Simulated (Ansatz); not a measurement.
# MoNH+ (sextet): the correlation ladder, def2-QZVPP

One table from this session's results is given with a row withheld; the runs are named, their logs left out.

Computed with Ansatz 0.2.0, Gaussian basis. Level: def2-QZVPP, core rule «outside noble gas», up to 5 orbitals frozen.

The runs, in order: UHF; ROHF; CCSD(T) on UHF.

**The geometry**

The geometry is a PBE0/def2-TZVP stationary point (not a proven minimum). No spin-orbit coupling is included. Elements past krypton take def2 core potentials.

3 atoms, charge 1, spin multiplicity 6.

Atoms are counted from 1 here; the program's logs count them from 0.

Bond lengths: Mo1–N2 1.919 Å, N2–H3 1.021 Å. Angles: Mo1–N2–H3 180.0°.

Set-up of the first run:

Contents of in.yaml:

```yaml
crystal:
  periodic: [false, false, false]
  atoms:
    - {symbol: Mo, position_ang: [0.000000, 0.000000, 1.619500]}
    - {symbol: N, position_ang: [0.000000, 0.000000, -0.299200]}
    - {symbol: H, position_ang: [0.000000, 0.000000, -1.320300]}
basis:
  gaussian: {orbitals: "def2-QZVPP.json"}
total_charge: 1
magnetization: {spin_polarized: true, initial_magnetization: 5}
hamiltonian: {xc: hf}
output: {orbitals: {seedname: orbitals}}
```

Command:

```bash
> ansatz run in.yaml --threads 1 --pin off --events-out ev --progress --plain --max-ram 2560MiB --backend cpu
```

Steps of the session up to this table: UHF; ROHF; CCSD(T) on UHF.

One table of the session follows, with a row left open; its other results are not shown here.

It belongs to the step «Misses and costs». 

| method | from UCCSD(T) (kJ/mol) |
| --- | --- |
| ROHF | +858.4 |
| UHF | ? |
| UMP2 | +142.4 |
| UCCSD | +41.9 |
| UCCSD(T) | 0 |

Estimate the missing values for UHF.

The run gave: from UCCSD(T) (kJ/mol): +814.3. In the column «from UCCSD(T) (kJ/mol)» it lies between UMP2 (+142.4) and ROHF (+858.4).

To keep in mind: The determinant of HF (⟨S²⟩ 9.31) is far from a pure spin state, so its energy mixes those of several spin states; that is harmless only where they are near-degenerate. The determinant of CCSD(T) (⟨S²⟩ 9.31) is far from a pure spin state, so its energy mixes those of several spin states; high orders of coupled cluster remove much of that, low ones don't.
